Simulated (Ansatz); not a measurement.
# BCl₃FHSi: how energies converge with the basis set

An exercise on one series of results from a longer session: the logs are not shown, and one member is left open.

Computed with Ansatz 0.2.0, Gaussian basis. Level: one geometry, several basis sets.

Plan: PBE0-D4/def2-SVP; ωB97M-V/def2-SVP; PBE0-D4/def2-QZVPP; ωB97M-V/def2-QZVPP; the functionals' def2-TZVPP values are taken from earlier runs.

**Structure used throughout**

The geometry comes from an earlier relaxation with PBE0-D4 in a triple-zeta def2 set; it is a stationary point, not always the lowest conformer.

SMILES `FB[Si](Cl)(Cl)Cl`, 7 atoms, charge 0, spin multiplicity 1.

Atoms are counted from 1 here; the program's logs count them from 0.

Bond lengths: F1–B2 1.313 Å, B2–Si3 2.031 Å, B2–H7 1.199 Å, Si3–Cl4 2.037 Å, Si3–Cl5 2.043 Å, Si3–Cl6 2.043 Å. Angles: F1–B2–Si3 120.0°, F1–B2–H7 118.3°, Si3–B2–H7 121.7°, B2–Si3–Cl4 113.3°, B2–Si3–Cl5 108.6°, B2–Si3–Cl6 108.5°, Cl4–Si3–Cl5 108.8°, Cl4–Si3–Cl6 108.8°, Cl5–Si3–Cl6 108.7°.

The first run:

in.yaml

```yaml
crystal:
  periodic: [false, false, false]
  atoms:
    - {symbol: F, position_ang: [0.412593, -2.140259, 0.571396]}
    - {symbol: B, position_ang: [0.749399, -0.871387, 0.578174]}
    - {symbol: Si, position_ang: [-0.428214, 0.497153, -0.352502]}
    - {symbol: Cl, position_ang: [-2.064476, -0.323471, -1.245689]}
    - {symbol: Cl, position_ang: [0.683858, 1.457777, -1.771382]}
    - {symbol: Cl, position_ang: [-1.049933, 1.866544, 1.030046]}
    - {symbol: H, position_ang: [1.758075, -0.554459, 1.144258]}
basis:
  gaussian: {orbitals: def2-SVP}
hamiltonian: {xc: pbe0, dispersion: d4}
output: {orbitals: {seedname: orbitals}}
```

Steps of the session up to this table: PBE0-D4 in def2-SVP; ωB97M-V in def2-SVP; PBE0-D4 in def2-QZVPP; ωB97M-V in def2-QZVPP.

One of the session's tables, all rows but one given; the rest of the session is left out.

It belongs to the step «Functionals by basis». 

| functional | basis | HOMO (eV) | LUMO (eV) |
| --- | --- | --- | --- |
| PBE0-D4 | def2-SVP | -8.48 | -2.29 |
| PBE0-D4 | def2-TZVPP | ? | ? |
| PBE0-D4 | def2-QZVPP | -8.61 | -2.44 |
| ωB97M-V | def2-SVP | -10.55 | -0.18 |
| ωB97M-V | def2-TZVPP | -10.69 | -0.35 |
| ωB97M-V | def2-QZVPP | -10.73 | -0.43 |

Q: Estimate the row for PBE0-D4, def2-TZVPP from the others.

**Answer.** HOMO (eV): -8.58; LUMO (eV): -2.39. In the column «HOMO (eV)» it lies between PBE0-D4, def2-QZVPP (-8.61) and PBE0-D4, def2-SVP (-8.48).
